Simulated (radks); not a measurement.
# Ca²⁺ in [Ar]: an all-electron calculation

An exercise on one series of results from a longer session: the logs are not shown, and one member is left open.

Method: scalar-relativistic Kohn-Sham, PBE, spin-unpolarised, spherical densities, finite nucleus. Code: radks (a radial shooting solver on a logarithmic mesh, Libxc functionals) version 1.

### What is computed

* element: calcium (Z = 20)
* charge: +2
* electrons: 18
* configuration: [Ar]
* nuclear rms radius: 3.4776 fm

The outer shells:

Ca²⁺
```
[Ne] core
3s [↑↓]
3p [↑↓][↑↓][↑↓]
```

The first run:

Input:

```text
Z 20
configuration [Ar]
relativity scalar-relativistic
functional pbe,pbe
spin unpolarised
nucleus finite rms 3.4776 fm
c 137.035999084
```

One table of the session follows, with a row left open; its other results are not shown here.

It belongs to the step «Shells». Radial moments (bohr):

```
level      <r>  outermost maximum (interpolated)  90 % within  nodes
   1s  0.07685                            0.0503        0.137      0
   2s   0.3643                             0.300        0.567      1
   2p   0.3277                             0.247        0.541      0
   3s    1.152                             0.993         1.72      2
   3p        ?                                 ?            ?      ?
```

**Question.** Estimate the row for 3p.

The run gave: <r>: 1.258; outermost maximum (interpolated): 1.05; 90 % within: 1.94; nodes: 1. In the column «<r>» it is the highest.
